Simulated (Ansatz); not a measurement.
# CO2, space group Cmce: a short molecular-dynamics run

Computed with the Python package of Ansatz (0.2.0).

Typed at the interpreter:
```pycon
>>> import ansatz as az
>>> import numpy as np
>>> crystal = (
...     az.Lattice.from_parameters(3.556347, 3.556347, 6.587175, alpha=90.0, beta=90.0, gamma=84.33507)
...     .atom("C", (0.0, 0.0, 0.0))
...     .atom("C", (0.5, 0.5, 0.5))
...     .atom("O", (0.806509, 0.193491, 0.891843))
...     .atom("O", (0.193491, 0.806509, 0.108157))
...     .atom("O", (0.693491, 0.306509, 0.391843))
...     .atom("O", (0.306509, 0.693491, 0.608157))
... )
>>> crystal.resolved().sites[-1]
Site(symbol='O', position=(0.306509, 0.693491, 0.608157), moment=None, axis=None, held=None, saved=None)
>>> # a coarse mesh keeps each step cheap
>>> calculation = crystal.calculation()
>>> calculation = calculation.functional("pbesol")
>>> calculation = calculation.basis(450)
>>> calculation = calculation.kpoints(2, 2, 1)
>>> calculation = calculation.occupations("cold", width=0.1)
>>> calculation = calculation.md(az.Ensemble.NVT_NOSE_HOOVER, timestep=2.0, steps=10, temperature=2000, initial_velocities="maxwell_boltzmann", seed=933)
>>> steps = []
>>> def collect(event):
...     if event["event"] == "md_step":
...         steps.append(event["data"])
...
>>> result = calculation.session().plan().execute(on_event=collect)
DeckWarning: md: disabling space-group detection — thermal motion breaks the input geometry's symmetry, so no spatial operation reduces the k-mesh or symmetrises the density; time reversal is kept, so that k and −k are solved as one point where they differ and the mesh holds both, and exact exchange and, on two spinor components, a DFT+U term hold to it where the run has them: on two components [...]
>>> data = result.report
>>> {key: value for key, value in data.items() if isinstance(value, (int, float)) and "ev" in key}
{'n_hpsi_unsolved_levels': 56, 'gap_by_band_count_ev': 5.528280299243685, 'fermi_energy_ev': 1.698806404446647, 'harris_foulkes_ev': -2733.9925927729946, 'scf_correction_max_component_ev_ang': 0.0002542290490189379, 'free_energy_ev': -2733.992592772587, 'internal_energy_ev': -2733.992592772587, 'lagrangian_ev': -2733.992592772587, 'energy_sigma0_ev': -2733.992592772587, 'lagrangian_sigma0_ev': -2733.992592772587, 'lagrangian_above_aufbau_ev': 0.0, 'entropy_ts_ev': 0.0}
>>> data["published_state_doubts"]
[]
>>> for s in steps[::2]:
...     print("%3d %7.1f fs  total %.4f eV  T %6.1f K" % (s["step"], s["time_fs"], s["lagrangian_ev"] + s["e_kin_ev"], s["temperature_k"]))
...
  0     0.0 fs  total -2733.1506 eV  T 2000.0 K
  2     4.0 fs  total -2733.1052 eV  T 1515.3 K
  4     8.0 fs  total -2733.1302 eV  T 1428.6 K
  6    12.0 fs  total -2733.1083 eV  T 1087.1 K
  8    16.0 fs  total -2733.1238 eV  T 1160.2 K
 10    20.0 fs  total -2733.1241 eV  T 1343.7 K
>>> temperature = np.array([s["temperature_k"] for s in steps])
>>> print(f"mean temperature of the second half {temperature[len(steps) // 2 :].mean():.1f} K")
mean temperature of the second half 1167.8 K
>>> print("last positions (A) and velocities (A/fs)")
last positions (A) and velocities (A/fs)
>>> for site, xyz, vel in zip(result.lattice.sites, steps[-1]["positions_ang"], steps[-1]["velocities_ang_fs"]):
...     print(f"{site.symbol:2s}", " ".join(f"{v:8.4f}" for v in xyz), " ", " ".join(f"{v:9.5f}" for v in vel))
...
C   -0.1513  -0.0087   0.1275     0.00025   0.00148   0.00630
C    2.1116   1.7037   3.2693     0.00463  -0.00005  -0.02506
O    2.8587   0.8628   6.1213    -0.00511   0.00439   0.01307
O    0.8455   2.7182   0.6998    -0.01051  -0.00399  -0.00235
O    2.5396   1.1243   2.3406     0.00077  -0.00091  -0.00322
O    1.5661   2.4286   3.9352     0.01119  -0.00057   0.00658
>>> kept = np.array([s["conserved_ev"] for s in steps], float)
>>> print(f"conserved energy drifts by {1000 * (kept[-1] - kept[0]) / len(result.lattice.sites):+.3f} meV/atom")
conserved energy drifts by +3.082 meV/atom
```

Absolute energies stand on the zero of these potentials, so only differences at equal settings mean something. Semilocal gaps usually lie well under measured ones. The conserved energy holds the terms of thermostat and barostat. The k-point mesh is coarse, and energy and stress weren't tested for convergence. The zero of the levels is a convention of the potentials, so an absolute Fermi energy is no work function. In a crystal with a gap the Fermi level's place inside it depends on smearing and mesh. This cell is a computed structure, which may not be the phase found in nature. Gaps and levels are Kohn-Sham values on a finite set of k-points. Warnings are shown shortened and without file and line. A small cell, a coarse mesh and a very short run: it shows the set-up and gives no equilibrium averages. Wall time of the script: 6.9 s on 1 thread of Arm Neoverse V2, on a shared host, peak memory 0.37 GiB.

(Lines on the test bed's own set-up are left out of the output.)
